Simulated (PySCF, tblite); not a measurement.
# FH5O3Si3, a small molecule taken as a stand-in for a surface group (silica 3-ring): NMR shifts, core binding energies and electronic excitations, part 2 of 2

tblite 0.8.0 and PySCF 2.14.0. Atoms count from 0, parts from 1. Earlier steps stand in the parts before.

## Step 5: Core-electron binding energies: SCAN, X2C

What the job is given:

```
{"job": {"kind": "xps", "holes": 5}, "charge": 0, "multiplicity": 1}
O      1.328484     0.412180    -0.664339
Si     0.098059     1.514724    -0.894146
O     -1.211671     0.963010    -0.031696
Si    -1.477007    -0.405254     0.873622
O     -0.054086    -1.276967     0.865560
Si     1.376883    -1.053982     0.083115
F      1.530753    -2.195869    -1.041904
H     -0.244592     1.582559    -2.336656
H      0.527223     2.832489    -0.363732
H     -2.556543    -1.214904     0.255810
H     -1.800433    -0.025386     2.271355
H      2.521377    -1.160036     0.999944
```

Level: delta-SCF UKS SCAN, pcX-2 on the ionised atom, pcseg-1 elsewhere, spin-free X2C.

The log of the run:

```text
ground state, core basis on atom 1 (Si), 177 functions
  cycle   1  E = -1198.85835168  |g| = 1.23e+00
  cycle   2  E = -1198.22418993  |g| = 2.21e+00
  cycle   3  E = -1199.12984891  |g| = 1.19e-01
  cycle   4  E = -1199.13175390  |g| = 8.99e-02
  cycle   5  E = -1199.13314202  |g| = 2.11e-02
  cycle   6  E = -1199.13323134  |g| = 4.86e-03
  cycle   7  E = -1199.13322945  |g| = 3.72e-03
  cycle   8  E = -1199.13323421  |g| = 3.27e-04
  E(ground) = -1199.19487621 Eh
hole in Si 2p of atom 1
  cycle   1  E = -1194.81090190  |g| = 1.24e+00
  cycle   2  E = -1194.49250870  |g| = 1.23e+00
  cycle   3  E = -1195.05714670  |g| = 3.61e-01
  cycle   4  E = -1195.11657515  |g| = 1.45e-01
  cycle   5  E = -1195.12297582  |g| = 6.32e-02
  cycle   6  E = -1195.12453273  |g| = 1.80e-02
  cycle   7  E = -1195.12462111  |g| = 9.99e-03
  cycle   8  E = -1195.12465938  |g| = 2.00e-03
  cycle   9  E = -1195.12466060  |g| = 1.49e-03
  cycle  10  E = -1195.12466115  |g| = 2.90e-04
  E(ion) = -1195.19675391 Eh   <S^2> = 0.7511   hole on atom = 1.003   binding energy = 108.794 eV
  2p3/2 = 108.531 eV   2p1/2 = 109.159 eV
ground state, core basis on atom 2 (O), 166 functions
  cycle   1  E = -1199.06009269  |g| = 1.14e-01
  cycle   2  E = -1199.05758616  |g| = 1.39e-01
  cycle   3  E = -1199.06057797  |g| = 5.11e-02
  cycle   4  E = -1199.06100865  |g| = 7.39e-03
  cycle   5  E = -1199.06102291  |g| = 2.84e-03
  cycle   6  E = -1199.06102281  |g| = 3.28e-04
  E(ground) = -1199.16045170 Eh
hole in O 1s of atom 2
  cycle   1  E = -1178.44403515  |g| = 2.23e+00
  cycle   2  E = -1177.96908856  |g| = 2.22e+00
  cycle   3  E = -1179.20958306  |g| = 4.53e-01
  cycle   4  E = -1179.22845471  |g| = 3.53e-01
  cycle   5  E = -1179.27506202  |g| = 5.96e-02
  cycle   6  E = -1179.27622333  |g| = 2.19e-02
  cycle   7  E = -1179.27636935  |g| = 7.47e-03
  cycle   8  E = -1179.27638750  |g| = 1.34e-03
  cycle   9  E = -1179.27638605  |g| = 5.00e-04
  E(ion) = -1179.37552761 Eh   <S^2> = 0.7619   hole on atom = 1.000   binding energy = 538.375 eV
ground state, core basis on atom 4 (O), 166 functions
  cycle   1  E = -1199.05818764  |g| = 1.64e-01
  cycle   2  E = -1199.04798290  |g| = 2.72e-01
  cycle   3  E = -1199.06139241  |g| = 3.36e-02
  cycle   4  E = -1199.06156150  |g| = 1.57e-02
  cycle   5  E = -1199.06160485  |g| = 3.13e-03
  cycle   6  E = -1199.06160826  |g| = 5.02e-04
  cycle   7  E = -1199.06160785  |g| = 2.32e-04
  E(ground) = -1199.16075668 Eh
hole in O 1s of atom 4
  cycle   1  E = -1178.44152921  |g| = 2.23e+00
  cycle   2  E = -1177.95828911  |g| = 2.22e+00
  cycle   3  E = -1179.19520439  |g| = 4.81e-01
  cycle   4  E = -1179.21613629  |g| = 3.84e-01
  cycle   5  E = -1179.26966106  |g| = 5.22e-02
  cycle   6  E = -1179.27051474  |g| = 2.09e-02
  cycle   7  E = -1179.27065674  |g| = 7.77e-03
  cycle   8  E = -1179.27067790  |g| = 1.70e-03
  cycle   9  E = -1179.27067829  |g| = 1.33e-03
  cycle  10  E = -1179.27067836  |g| = 3.99e-04
  E(ion) = -1179.37042920 Eh   <S^2> = 0.7620   hole on atom = 1.000   binding energy = 538.522 eV
ground state, core basis on atom 5 (Si), 177 functions
  cycle   1  E = -1199.14109386  |g| = 3.16e-01
  cycle   2  E = -1199.13510456  |g| = 2.26e-01
  cycle   3  E = -1199.13819457  |g| = 1.78e-01
  cycle   4  E = -1199.14405563  |g| = 2.74e-02
  cycle   5  E = -1199.14417710  |g| = 7.39e-03
  cycle   6  E = -1199.14418702  |g| = 9.89e-04
  cycle   7  E = -1199.14418551  |g| = 3.21e-04
  E(ground) = -1199.20636160 Eh
hole in Si 2p of atom 5
  cycle   1  E = -1194.80671522  |g| = 1.24e+00
  cycle   2  E = -1194.64999153  |g| = 1.18e+00
  cycle   3  E = -1195.04719653  |g| = 4.19e-01
  cycle   4  E = -1195.11059735  |g| = 1.26e-01
  cycle   5  E = -1195.11558667  |g| = 3.61e-02
  cycle   6  E = -1195.11613511  |g| = 1.20e-02
  cycle   7  E = -1195.11615961  |g| = 8.83e-03
  cycle   8  E = -1195.11619054  |g| = 8.44e-04
  cycle   9  E = -1195.11619153  |g| = 5.69e-04
  cycle  10  E = -1195.11619116  |g| = 2.34e-04
  E(ion) = -1195.19000116 Eh   <S^2> = 0.7514   hole on atom = 1.003   binding energy = 109.291 eV
  2p3/2 = 109.128 eV   2p1/2 = 109.756 eV
ground state, core basis on atom 6 (F), 166 functions
  cycle   1  E = -1199.06941217  |g| = 1.25e-01
  cycle   2  E = -1199.06871904  |g| = 9.12e-02
  cycle   3  E = -1199.06921515  |g| = 6.92e-02
  cycle   4  E = -1199.06988094  |g| = 7.16e-03
  cycle   5  E = -1199.06989344  |g| = 2.41e-03
  cycle   6  E = -1199.06989557  |g| = 3.89e-04
  E(ground) = -1199.17642351 Eh
hole in F 1s of atom 6
  cycle   1  E = -1172.71954583  |g| = 2.58e+00
  cycle   2  E = -1172.68427261  |g| = 2.11e+00
  cycle   3  E = -1173.57374266  |g| = 3.39e-01
  cycle   4  E = -1173.57671101  |g| = 2.91e-01
  cycle   5  E = -1173.60868914  |g| = 4.12e-02
  cycle   6  E = -1173.60916585  |g| = 2.06e-02
  cycle   7  E = -1173.60932158  |g| = 7.91e-03
  cycle   8  E = -1173.60934198  |g| = 1.53e-03
  cycle   9  E = -1173.60934416  |g| = 5.15e-04
  cycle  10  E = -1173.60934364  |g| = 4.85e-04
  E(ion) = -1173.72290368 Eh   <S^2> = 0.7567   hole on atom = 1.000   binding energy = 692.626 eV
```

Wall time 42 s (1 thread of Arm Neoverse V2, shared host); peak memory 0.65 GiB.

Binding energies by hole, beside the orbital energy of the ground state; the difference holds orbital relaxation and, for a density functional, its self-interaction error:

| hole | stands for | environment | ΔSCF (eV; 2p as the shell's mean) | −ε (eV) | ⟨S²⟩ |
| --- | --- | --- | --- | --- | --- |
| Si2p on Si1 | Si1, Si3 | silicon bonded to 2 O, 2 H | 108.74 | 97.6 | 0.751 |
| O1s on O2 | O2 | oxygen bonded to 2 Si | 538.38 | 517.0 | 0.762 |
| O1s on O4 | O0, O4 | oxygen bonded to 2 Si | 538.52 | 517.1 | 0.762 |
| Si2p on Si5 | Si5 | silicon bonded to F, 2 O, H | 109.34 | 98.2 | 0.751 |
| F1s on F6 | F6 | fluorine bonded to Si | 692.63 | 666.6 | 0.757 |

Each hole run stands for the others of its class of like atoms.

With the spin-orbit splitting: Si1 2p3/2 108.53, 2p1/2 109.16 eV; Si5 2p3/2 109.13, 2p1/2 109.76 eV. The table gives each 2p level as the mean over the whole 2p shell (two parts 2p3/2, one part 2p1/2), which differs a little from the single hole in the log.

## Step 6: Excited states and response: CAM-B3LYP/def2-SVPD

Same as in step 5 but for these lines:

```diff
@@ -1,2 +1,2 @@
-{"job": {"kind": "xps", "holes": 5}, "charge": 0, "multiplicity": 1}
+{"job": {"kind": "uv", "xc": "CAM-B3LYP", "basis": "def2-SVPD", "nstates": 6, "ntriplets": 2, "ip": true}, "charge": 0, "multiplicity": 1}
 O      1.328484     0.412180    -0.664339
```

Level: TDDFT CAM-B3LYP/def2-SVPD, vertical, gas phase, core orbitals frozen in the response.

The log of the run:

```text
coarse grid: 12320 points
cycle   1  E = -1196.3237021724  dE =  9.031e-01  |g| = 1.222e+00  |ddm| = 7.681e+00
cycle   2  E = -1196.1537635270  dE =  1.699e-01  |g| = 1.582e+00  |ddm| = 5.903e+00
cycle   3  E = -1196.5978987680  dE = -4.441e-01  |g| = 6.162e-02  |ddm| = 2.397e+00
cycle   4  E = -1196.5985912711  dE = -6.925e-04  |g| = 3.680e-02  |ddm| = 2.651e-01
cycle   5  E = -1196.5988150983  dE = -2.238e-04  |g| = 1.276e-02  |ddm| = 9.883e-02
cycle   6  E = -1196.5988439303  dE = -2.883e-05  |g| = 1.487e-03  |ddm| = 4.268e-02
cycle   7  E = -1196.5988443260  dE = -3.957e-07  |g| = 9.714e-04  |ddm| = 4.510e-03
final grid: 107872 points
cycle   8  E = -1196.7713654995  dE = -1.031e-05  |g| = 1.705e-03  |ddm| = 4.819e-02
cycle   9  E = -1196.7713652362  dE =  2.633e-07  |g| = 2.169e-03  |ddm| = 7.544e-03
cycle  10  E = -1196.7713660576  dE = -8.214e-07  |g| = 1.088e-04  |ddm| = 2.927e-03
cycle  11  E = -1196.7713660589  dE = -1.347e-09  |g| = 9.590e-05  |ddm| = 5.031e-04
cycle  12  E = -1196.7713660605  dE = -1.570e-09  |g| = 1.691e-05  |ddm| = 1.420e-04
cycle  13  E = -1196.7713660606  dE = -6.162e-11  |g| = 3.938e-06  |ddm| = 4.114e-05
converged SCF energy = -1196.7713660606

Static polarisability (au): isotropic 74.440, principal 68.592 76.751 77.978

Singlet excitations
state   eV       nm        f      main configurations
  1   7.6833    161.4   0.00451   H->L 0.50, H->L+1 0.38
  2   7.9318    156.3   0.02274   H->L+1 0.41, H->L 0.35, H-1->L+2 0.13
  3   8.0268    154.5   0.00062   H->L+2 0.53, H-1->L+1 0.37
  4   8.3425    148.6   0.00017   H-1->L 0.72, H->L+7 0.14
  5   8.7727    141.3   0.12618   H->L+3 0.63, H-1->L+4 0.14, H-1->L+2 0.08
  6   8.8100    140.7   0.00016   H->L+4 0.35, H-1->L+1 0.23, H->L+2 0.15

Triplet excitations (Tamm-Dancoff, eV): 7.2881 7.5494
Vertical ionisation energy (delta-SCF) = 11.0878 eV
```

Wall time 2.2 min (1 thread of Arm Neoverse V2, shared host); peak memory 1.1 GiB.

Frontier orbitals and where they lie:

| orbital | eV | atoms |
| --- | --- | --- |
| HOMO−3 | -11.67 | O0 40 %, O4 38 %, O2 6 % |
| HOMO−2 | -11.46 | O2 32 %, O4 17 %, O0 16 % |
| HOMO−1 | -10.78 | O0 20 %, O4 20 %, Si1 12 % |
| HOMO | -10.23 | O2 24 %, Si3 14 %, Si1 14 % |
| LUMO | 0.85 | Si3 26 %, Si1 26 %, Si5 10 % |
| LUMO+1 | 1.00 | Si1 15 %, Si3 15 %, O2 14 % |
| LUMO+2 | 1.33 | Si1 16 %, Si3 16 %, O4 11 % |

With each of the 6 states as a Gaussian band of 0.4 eV half-width at 1/e, the curve within the window shown has maxima at 141 nm (ε 5,100) L/(mol cm). Beyond the last state computed it falls off for lack of states. The curve at chosen wavelengths:

```tsv
nm	ε (L/mol/cm)
136	2513
138	3932
139	4523
141	5121
142	5066
144	4347
145	3798
147	2660
148	2176
150	1507
151	1321
153	1164
154	1146
156	1136
157	1115
159	1017
160	940
162	752
163	651
165	459
166	374
168	236
169	183
171	105
172	78
174	41
```

Further results of this job:

| property | computed |
| --- | --- |
| dipole moment (D) | 1.65 |
| polarisability (Å³) | 11.03 |
| HOMO–LUMO gap (eV) | 11.08 |
| −ε(HOMO) (eV) | 10.23 |

## Step 7: Summary of results

This closing draws on all 2 parts.

```
                                                                quantity                        value
                                                             point group                           Cs
                                    rotational constants (main isotopes)         2.13, 1.45, 0.96 GHz
  ¹H shifts against TMS (PBE0/pcSseg-1, means over atoms taken as alike)         5.22, 5.17, 4.56 ppm
 ¹⁷O shifts against H2O (PBE0/pcSseg-1, means over atoms taken as alike)              100.7, 82.9 ppm
²⁹Si shifts against TMS (PBE0/pcSseg-1, means over atoms taken as alike)             -30.9, -66.4 ppm
                                ¹⁹F shifts against CFCl3 (PBE0/pcSseg-1)                   -124.7 ppm
                                       Si2p binding energies, SCAN/pcX-2    Si5 109.34, Si1 108.74 eV
                                        O1s binding energies, SCAN/pcX-2      O4 538.52, O2 538.38 eV
                                        F1s binding energies, SCAN/pcX-2                 F6 692.63 eV
                                    lowest singlet (CAM-B3LYP/def2-SVPD)  7.68 eV (161 nm), f = 0.005
                                brightest single state of those computed  state 5, 8.77 eV, f = 0.126
                                                          lowest triplet                      7.29 eV
                                       vertical ionisation energy (ΔSCF)                     11.09 eV
```

What this shows: Over 8 steps the energy fell by 0.401 eV; of the close pairs, O0–Si5 changed most, 1.581 to 1.646 Å (PBE0/def2-SVP). At PBE0/pcSseg-1: The widest tensor belongs to O2: span 153 ppm, with a paramagnetic part of -151 ppm. Si5 (silicon bonded to F, 2 O, H) binds its Si2p electron 0.60 eV more tightly than Si1 (silicon bonded to 2 O, 2 H). O4 (oxygen bonded to 2 Si) binds its O1s electron 0.15 eV more tightly than O2 (oxygen bonded to 2 Si). The lowest singlet, at 7.68 eV, is HOMO→LUMO 0.50, HOMO→LUMO+1 0.38 and is weak; of the 6 states computed, the strongest absorption comes from state 5 at 8.77 eV. The lowest triplet lies 0.40 eV below the lowest singlet (triplets in Tamm-Dancoff, singlets in full TDDFT). The orbital energy would give 10.23 eV for ionisation, ΔSCF gives 11.09 eV. A capped cluster stands for the solid here, so long-range fields and strain are missing, and bands or shifts of the capping hydrogens have no counterpart in it.
